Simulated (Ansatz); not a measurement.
# C2H6BBrO: small, medium and large basis sets

One table from this session's results is given with a row withheld; the runs are named, their logs left out.

Method: one geometry, several basis sets; program: Ansatz 0.2.0, Gaussian basis.

The runs, in order: PBE0-D4/def2-SVP; ωB97M-V/def2-SVP; PBE0-D4/def2-QZVPP; ωB97M-V/def2-QZVPP; the functionals' def2-TZVPP values are taken from earlier runs.

## The geometry

An earlier PBE0-D4 in a triple-zeta def2 set relaxation fixed the geometry.

SMILES `COB(C)Br`, 11 atoms, charge 0, spin multiplicity 1.

Atoms are counted from 1 here; the program's logs count them from 0.

Bond lengths: C1–O2 1.413 Å, C1–H6 1.091 Å, C1–H7 1.091 Å, C1–H8 1.091 Å, O2–B3 1.335 Å, B3–C4 1.558 Å, B3–Br5 1.959 Å, C4–H9 1.091 Å, C4–H10 1.094 Å, C4–H11 1.094 Å. Angles: O2–C1–H6 108.2°, O2–C1–H7 111.7°, O2–C1–H8 108.5°, H6–C1–H7 109.8°, H6–C1–H8 109.0°, H7–C1–H8 109.6°, C1–O2–B3 127.9°, O2–B3–C4 121.0°, O2–B3–Br5 120.7°, C4–B3–Br5 118.3°, B3–C4–H9 111.8°, B3–C4–H10 110.6°, B3–C4–H11 110.4°, H9–C4–H10 109.0°, H9–C4–H11 108.8°, H10–C4–H11 106.0°.

The first run:

Input file in.yaml:

```yaml
crystal:
  periodic: [false, false, false]
  atoms:
    - {symbol: C, position_ang: [-1.617179, 0.834194, 0.726025]}
    - {symbol: O, position_ang: [-0.461292, 0.025144, 0.641464]}
    - {symbol: B, position_ang: [0.386484, -0.088471, -0.384171]}
    - {symbol: C, position_ang: [1.615728, -1.042063, -0.306635]}
    - {symbol: Br, position_ang: [0.111890, 0.940526, -2.028791]}
    - {symbol: H, position_ang: [-1.537085, 1.448704, 1.623715]}
    - {symbol: H, position_ang: [-1.726068, 1.473692, -0.151024]}
    - {symbol: H, position_ang: [-2.489305, 0.184562, 0.816664]}
    - {symbol: H, position_ang: [1.679295, -1.542978, 0.660771]}
    - {symbol: H, position_ang: [2.543318, -0.490552, -0.483749]}
    - {symbol: H, position_ang: [1.559713, -1.799956, -1.093668]}
basis:
  gaussian: {orbitals: def2-SVP}
hamiltonian: {xc: pbe0, dispersion: d4}
output: {orbitals: {seedname: orbitals}}
```

Among the steps run: PBE0-D4 in def2-SVP; ωB97M-V in def2-SVP; PBE0-D4 in def2-QZVPP; ωB97M-V in def2-QZVPP.

One table of the session follows, with a row left open; its other results are not shown here.

It belongs to the step «Density functionals: the series». 

```
functional       basis  HOMO (eV)  LUMO (eV)
   PBE0-D4    def2-SVP      -7.95       0.26
   PBE0-D4  def2-TZVPP      -8.09       0.08
   PBE0-D4  def2-QZVPP      -8.10       0.03
   ωB97M-V    def2-SVP     -10.16       2.36
   ωB97M-V  def2-TZVPP          ?          ?
   ωB97M-V  def2-QZVPP     -10.34       1.65
```

Q: Estimate the row for ωB97M-V, def2-TZVPP from the others.

The run gave: HOMO (eV): -10.33; LUMO (eV): 2.08. In the column «HOMO (eV)» it lies between ωB97M-V, def2-QZVPP (-10.34) and ωB97M-V, def2-SVP (-10.16).
